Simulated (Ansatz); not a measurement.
# TaSiH2 (sextet): wave-function methods side by side at a displaced geometry (v1), def2-SVP

One table from this session's results is given with a row withheld; the runs are named, their logs left out.

Program: Ansatz 0.2.0, Gaussian basis. Level of theory: def2-SVP, core rule «outside noble gas», up to 9 orbitals frozen. These are calculated values, not measurements.

The runs, in order: UHF; CCSD(T) on ROHF; CCSD(T) on UHF; CISD; CCSDT(Q) on ROHF; CCSDT(Q) on UHF.

23 further runs of the same task are left out: 11 that didn't finish, 12 set aside as unsound or not needed.

### What is computed

The geometry is a PBE0/def2-TZVP stationary point (not a proven minimum) with its atoms shifted at random (size 0.040 Å). No spin-orbit coupling is included. Elements past krypton take def2 core potentials.

4 atoms, charge 0, spin multiplicity 6.

Atoms are counted from 1 here; the program's logs count them from 0.

Bond lengths: Ta1–Si2 2.512 Å, Si2–H3 1.574 Å, Si2–H4 1.511 Å. Angles: Ta1–Si2–H3 127.3°, Ta1–Si2–H4 128.4°, H3–Si2–H4 104.3°.

The first run:

Input file in.yaml:

```yaml
crystal:
  periodic: [false, false, false]
  atoms:
    - {symbol: Ta, position_ang: [0.000152, 0.002036, 0.367312]}
    - {symbol: Si, position_ang: [-0.000682, -0.014107, -2.144644]}
    - {symbol: H, position_ang: [0.047282, 1.230856, -3.105857]}
    - {symbol: H, position_ang: [-0.055495, -1.203264, -3.076055]}
basis:
  gaussian: {orbitals: def2-SVP}
magnetization: {spin_polarized: true, initial_magnetization: 5}
hamiltonian: {xc: hf}
output: {orbitals: {seedname: orbitals}}
```

Launch:

```console
> ansatz run in.yaml --threads 1 --pin off --events-out ev --progress --plain --max-ram 2393MiB
```

Steps of the session up to this table: UHF; CCSD(T) on ROHF; CCSD(T) on UHF; CISD; CCSDT(Q) on ROHF; CCSDT(Q) on UHF.

One of the session's tables, all rows but one given; the rest of the session is left out.

```
   method  from RCCSDT(Q) (meV)
     ROHF               +5041.4
      UHF               +4875.5
     RMP2               +1128.3
     UMP2               +1053.4
     CISD                +609.7
    RCCSD                +220.2
    UCCSD                +129.9
 RCCSD(T)                 +52.7
 UCCSD(T)                 -34.3
   RCCSDT                 +10.2
   UCCSDT                 -76.3
RCCSDT(Q)                     0
UCCSDT(Q)                     ?
```

Q: Estimate the row for UCCSDT(Q) from the others.

**Answer.** from RCCSDT(Q) (meV): -87.3. In the column «from RCCSDT(Q) (meV)» it is the lowest.

To keep in mind: Restricted and unrestricted rows rest on different reference determinants; where their highest levels disagree by more than a few hundredths of an eV, they describe different states and don't form one ladder.
